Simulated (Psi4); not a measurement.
# SiSbH3F (SMILES [F][Sb][SiH3]) at U-wB97X/def2-SVPD (core potential)

What is the vertical doublet–quartet gap of SiSbH3F at U-wB97X/def2-SVPD (core potential)? 

The results are computed with Psi4 1.11.

## Step 1: Starting point

The species is SiSbH3F (6 atoms), meant as a doublet with charge 0. As SMILES, `[F][Sb][SiH3]`. The coordinates come from a PBE0-D4/def2-TZVP relaxation.

Bond lengths: F1–Sb2 1.930 Å, Sb2–Si3 2.584 Å, Si3–H4 1.489 Å, Si3–H5 1.486 Å, Si3–H6 1.486 Å. Angles: F1–Sb2–Si3 92.8°, Sb2–Si3–H4 107.7°, Sb2–Si3–H5 110.6°, Sb2–Si3–H6 110.6°, H4–Si3–H5 109.3°, H4–Si3–H6 109.2°, H5–Si3–H6 109.4°.

## Step 2: Energy and forces at U-wB97X/def2-SVPD (core potential)

Contents of fh3sbsi.json:

```json
{
  "schema_name": "qcschema_input",
  "schema_version": 1,
  "molecule": {
    "schema_name": "qcschema_molecule",
    "schema_version": 2,
    "symbols": ["F", "Sb", "Si", "H", "H", "H"],
    "geometry": [2.49141492, -3.41908148, 2.56757089, -0.52515489, -3.68402108, 0.53441455, -0.45958139, 1.06089225, -0.61586174, -2.66016747, 1.56469323, -2.29582827, 1.911269, 1.71417057, -1.97306305, -0.67822271, 2.64221507, 1.69527331],
    "molecular_charge": 0,
    "molecular_multiplicity": 2,
    "fix_symmetry": "c1"
  },
  "driver": "gradient",
  "model": {
    "method": "wb97x",
    "basis": "def2-SVPD"
  },
  "keywords": {
    "reference": "uks",
    "puream": true,
    "e_convergence": 1e-09,
    "d_convergence": 1e-08,
    "scf_type": "pk",
    "dft_radial_points": 99,
    "dft_spherical_points": 590,
    "maxiter": 200
  }
}
```

Launch:

```console
$ psi4 --qcschema fh3sbsi.json -n 1 --memory 1600MB
```

stdout:

```text
[...]
    !!!  WARNING: ECP capability is in beta. Please check occupations closely.  !!!
[...]
  Running in c1 symmetry.
[...]
  Nuclear repulsion =  172.930249414535382
[...]
  Multiplicity = 2
[...]
  Nalpha       = 25
  Nbeta        = 24
[...]
    Number of basis functions: 103
[...]
   @UKS iter   1:  -631.05046080177283   -1.77378e+00   5.77518e-03 DIIS/ADIIS
[...]
   @UKS iter  14:  -631.24365308567371   -4.66116e-12   3.57850e-09 DIIS
[...]
   @S^2 Observed:                7.528641677E-01
[...]
    Orbital Energies [Eh]
    ---------------------
    Alpha Occupied:
       1A    -66.130074     2A    -24.718368     3A     -5.850949
       4A     -5.398068     5A     -4.090051     6A     -4.084730
       7A     -4.080187     8A     -3.757867     9A     -3.757042
      10A     -3.756745    11A     -1.457420    12A     -1.448975
      13A     -1.446100    14A     -1.440826    15A     -1.440762
      16A     -1.233425    17A     -0.716281    18A     -0.641431
      19A     -0.519796    20A     -0.515994    21A     -0.507456
      22A     -0.466379    23A     -0.463092    24A     -0.356927
      25A     -0.308807
    Alpha Virtual:
[...]
  @UKS Final Energy:  -631.24365308567371
   => Energetics <=
    Nuclear Repulsion Energy =            172.9302494145353819
    One-Electron Energy =               -1306.7767735214097229
    Two-Electron Energy =                 540.0648643241925129
    DFT Exchange-Correlation Energy =     -37.4619933029919565
    Empirical Dispersion Energy =           0.0000000000000000
    VV10 Nonlocal Energy =                  0.0000000000000000
    Total Energy =                       -631.2436530856737136
[...]
 Multipole Moments:
 ------------------------------------------------------------------------------------
     Multipole            Electronic (a.u.)      Nuclear  (a.u.)        Total (a.u.)
 ------------------------------------------------------------------------------------
 L = 1.  Multiply by 2.5417464519 to convert [e a0] to [Debye]
 Dipole X            :        -11.9963247           11.2151240           -0.7812006
 Dipole Y            :        -41.3126919           41.3781333            0.0654414
 Dipole Z            :          2.0633584           -2.6234080           -0.5600496
 Magnitude           :                                                    0.9634379
[...]
  -Total Gradient:
     Atom            X                  Y                   Z
    ------   -----------------  -----------------  -----------------
       1       -0.016903612655    -0.001709892309    -0.011347035116
       2        0.017054736117     0.001283617888     0.011555182255
       3       -0.000230714025     0.000951222094    -0.000389803615
       4        0.001283102133    -0.000165567812     0.000945853990
       5       -0.001306827058    -0.000058878832     0.000742624243
       6        0.000174558996    -0.000591846547    -0.001384017685
[...]
```

The result, in JSON:

```text
{
 "driver": "gradient",
 "model": {
  "method": "wb97x",
  "basis": "def2-SVPD"
 },
 "success": true,
 "return_result": [-0.016903612655121684, -0.0017098923085999591, -0.011347035116297026, 0.017054736117157195, 0.0012836178877725646, 0.011555182255412237, -0.0002307140248538276, 0.000951222094351941, -0.0003898036145482623, 0.0012831021334490378, -0.00016556781196469528, 0.000945853990120947, -0.0013068270584488811, -5.887883204318267e-05, 0.0007426242430830579, 0.00017455899553135094, -0.000591846546894835, -0.0013840176848177316],
 "properties": {
  "calcinfo_nbasis": 103,
  "calcinfo_nmo": 103,
  "calcinfo_nalpha": 25,
  "calcinfo_nbeta": 24,
  "calcinfo_natom": 6,
  "nuclear_repulsion_energy": 172.93024941453538,
  "return_energy": -631.2436530856737,
  "return_gradient": [-0.016903612655121684, -0.0017098923085999591, -0.011347035116297026, 0.017054736117157195, 0.0012836178877725646, 0.011555182255412237, -0.0002307140248538276, 0.000951222094351941, -0.0003898036145482623, 0.0012831021334490378, -0.00016556781196469528, 0.000945853990120947, -0.0013068270584488811, -5.887883204318267e-05, 0.0007426242430830579, 0.00017455899553135094, -0.000591846546894835, -0.0013840176848177316],
  "scf_one_electron_energy": -1306.7767735214097,
  "scf_two_electron_energy": 540.0648643241925,
  "scf_xc_energy": -37.46199330299196,
  "scf_dipole_moment": [-0.7812006430992753, 0.06544140760382788, -0.5600495548461977],
  "scf_total_energy": -631.2436530856737,
  "scf_total_gradient": [-0.016903612655121684, -0.0017098923085999591, -0.011347035116297026, 0.017054736117157195, 0.0012836178877725646, 0.011555182255412237, -0.0002307140248538276, 0.000951222094351941, -0.0003898036145482623, 0.0012831021334490378, -0.00016556781196469528, 0.000945853990120947, -0.0013068270584488811, -5.887883204318267e-05, 0.0007426242430830579, 0.00017455899553135094, -0.000591846546894835, -0.0013840176848177316],
  "scf_iterations": 14
 }
}
```

Wall time 41 s (1 thread of Intel Xeon Platinum 8488C (Sapphire Rapids), shared host); peak memory 0.83 GiB.

## Step 3: The quartet: the energy at U-wB97X/def2-SVPD (core potential)

Contents of job.dat:

```
memory 1.6 GB

molecule geom {
  0 4
  F      1.318400    -1.809300     1.358700
  Sb    -0.277900    -1.949500     0.282800
  Si    -0.243200     0.561400    -0.325900
  H     -1.407700     0.828000    -1.214900
  H      1.011400     0.907100    -1.044100
  H     -0.358900     1.398200     0.897100
  symmetry c1
  no_reorient
  no_com
}

set {
  basis                def2-SVPD
  reference            uks
  puream               true
  e_convergence        1e-09
  d_convergence        1e-08
  scf_type             pk
  dft_radial_points    99
  dft_spherical_points 590
  maxiter              200
}

e, wfn = energy('wb97x', return_wfn=True)
oeprop(wfn, 'WIBERG_LOWDIN_INDICES', 'DIPOLE', 'LOWDIN_CHARGES')
```

Launch:

```console
$ psi4 job.dat job.out -n 1
```

job.out:

```text
[...]
    !!!  WARNING: ECP capability is in beta. Please check occupations closely.  !!!
[...]
  Running in c1 symmetry.
[...]
  Nuclear repulsion =  172.930249389649418
[...]
  Multiplicity = 4
[...]
  Nalpha       = 26
  Nbeta        = 23
[...]
    Number of basis functions: 103
[...]
   @UKS iter   1:  -630.86317434823059   -1.59990e+00   6.40648e-03 DIIS/ADIIS
[...]
   @UKS iter  17:  -631.10001024373184   -4.43379e-12   3.72662e-09 DIIS
[...]
   @S^2 Observed:                3.755090817E+00
[...]
    Orbital Energies [Eh]
    ---------------------
    Alpha Occupied:
       1A    -66.179055     2A    -24.703892     3A     -5.851649
       4A     -5.443938     5A     -4.090863     6A     -4.084796
       7A     -4.081364     8A     -3.807740     9A     -3.801475
      10A     -3.801229    11A     -1.453796    12A     -1.449700
      13A     -1.449584    14A     -1.444325    15A     -1.441360
      16A     -1.227381    17A     -0.746194    18A     -0.662316
      19A     -0.526679    20A     -0.516001    21A     -0.512342
      22A     -0.492048    23A     -0.487955    24A     -0.400878
      25A     -0.314570    26A     -0.210343
    Alpha Virtual:
[...]
  @UKS Final Energy:  -631.10001024373184
   => Energetics <=
    Nuclear Repulsion Energy =            172.9302493896494184
    One-Electron Energy =               -1306.1662821763115971
    Two-Electron Energy =                 539.5813797230041473
    DFT Exchange-Correlation Energy =     -37.4453571800737848
    Empirical Dispersion Energy =           0.0000000000000000
    VV10 Nonlocal Energy =                  0.0000000000000000
    Total Energy =                       -631.1000102437318446
[...]
 Multipole Moments:
 ------------------------------------------------------------------------------------
     Multipole            Electronic (a.u.)      Nuclear  (a.u.)        Total (a.u.)
 ------------------------------------------------------------------------------------
 L = 1.  Multiply by 2.5417464519 to convert [e a0] to [Debye]
 Dipole X            :         -3.1845445            2.4829112           -0.7016333
 Dipole Y            :         95.3462673          -94.7306479            0.6156194
 Dipole Z            :        -24.8479077           24.2039902           -0.6439176
 Magnitude           :                                                    1.1339782
[...]
```

Wall time 34 s (1 thread of Intel Xeon Platinum 8488C (Sapphire Rapids), shared host); peak memory 0.83 GiB.

## Step 4: Outcome

At U-wB97X/def2-SVPD (core potential):

```
                                        quantity          value
                           doublet: total energy  -631.24365 Eh
                          doublet: dipole moment         2.45 D
     doublet: HOMO energy (highest over α and β)       -8.40 eV
      doublet: LUMO energy (lowest over α and β)       -1.70 eV
                                   doublet: ⟨S²⟩          0.753
               doublet: largest force on an atom     1.061 eV/Å
                           quartet: total energy  -631.10001 Eh
                          quartet: dipole moment         2.88 D
     quartet: HOMO energy (highest over α and β)       -5.72 eV
      quartet: LUMO energy (lowest over α and β)       -3.72 eV
                                   quartet: ⟨S²⟩          3.755
vertical energy of the quartet above the doublet       3.909 eV
```

What this shows: At this shape the quartet lies 3.91 eV (377 kJ/mol) above the doublet. The largest force (doublet) is 1.06 eV/Å: the shape isn't a stationary point for this species at this level.
